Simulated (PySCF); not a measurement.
# C5H5FO3: the cost of one run

Computed with PySCF 2.14.0 and routines of our own; the level stands in each step. Atoms count from 0.

### Step 1. The starting structure

14 atoms, charge 0, multiplicity 1; geometry from: GFN2-xTB.

### Step 2. Magnetic properties: GIAO wB97X-D/pcSseg-1

The job: settings as JSON, then the geometry in Å.

```
{"job": {"kind": "mag", "xc": "wB97X-D", "basis": "pcSseg-1", "isotopologues": 0}, "charge": 0, "multiplicity": 1}
O      1.581416    -1.479198    -0.613439
C      1.642979    -0.425616    -0.026128
O      2.790446     0.071239     0.464880
C      0.509210     0.428878     0.244768
C      0.207514     1.556214     0.925952
O     -1.122881     1.564026     0.677182
C     -0.960502     0.342398    -0.098728
C     -1.702406    -0.861283     0.443412
F     -2.995469    -0.881448    -0.003180
H      3.520358    -0.536126     0.265032
H      0.703503     2.313031     1.502883
H     -1.224703     0.523133    -1.141788
H     -1.215876    -1.772655     0.080046
H     -1.734267    -0.843066     1.536966
```

With the program's defaults for keys left out, this is: GIAO wB97X-D/pcSseg-1 magnetisability, rotational g tensor and spin-rotation constants, non-relativistic, gas phase.

Run with:

```sh
> OMP_NUM_THREADS=1 python excited_run.py task.json out
```

The driver reads the jobs from task.json and runs them one after another.

**Question.** How long does this first job take on 1 thread of Arm Neoverse V2, shared host, and how much memory does it need?

About 35 s, with a peak of 0.86 GiB.
